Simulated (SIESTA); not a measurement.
## Mg5Te: equation of state with LDA

Mg5Te:

```xyz
6
Lattice="2.7889 1.6102 5.2850 -2.7889 1.6102 5.2850 0.0000 -3.2203 5.2850" Properties=species:S:1:pos:R:3 pbc="T T T"
Te    0.0000    0.0000    7.9275
Mg    0.0000    0.0000   13.1566
Mg    0.0000    0.0000    2.6984
Mg   -1.8642    0.0086    5.2850
Mg    0.9246   -1.6188    5.2850
Mg    0.9396    1.6102    5.2850
```

The cell comes from a database or a generator and needn't be the stable form of this composition.

- Program: SIESTA 5.4.2
- Task: equation of state
- Functional: LDA
- Potentials or basis: PseudoDojo 0.4 standard (LDA files)
- Basis: DZP (energy shift 0.003 Ry; two zetas on semicore shells)
- Grid cutoff: 800 Ry
- Energy shift: 0.003 Ry
- k mesh: 4 × 4 × 4
- Occupations: fermi-dirac, width 0.05 eV
- Spin: no spin polarisation

| Item | Value |
| --- | --- |
| Equilibrium volume | 23.29 Å³/atom |
| Bulk modulus at fixed shape and positions | 40 GPa |
| Pressure derivative of the bulk modulus | 3.7 |

Energy against volume, from the lowest point:
| volume (Å³/atom) | energy (meV/atom) |
| --- | --- |
| 22.308 | 5.45 |
| 22.783 | 1.39 |
| 23.258 | 0.00 |
| 23.732 | 1.02 |
| 24.207 | 4.24 |
| 24.681 | 9.45 |
| 25.156 | 16.48 |

All runs of the series together: 7.3 min on 1 thread of Intel(R) Xeon(R) Platinum 8488C (Sapphire Rapids), with other jobs on the host.

Caveat: the cell was scaled at fixed shape and fractional positions, which overstates the stiffness of a crystal with free parameters, most of all of layers and chains; the basis of atomic orbitals isn't converged, which shifts pressures, moduli and gaps. The run has no spin-orbit coupling, so splittings on Te are missing.
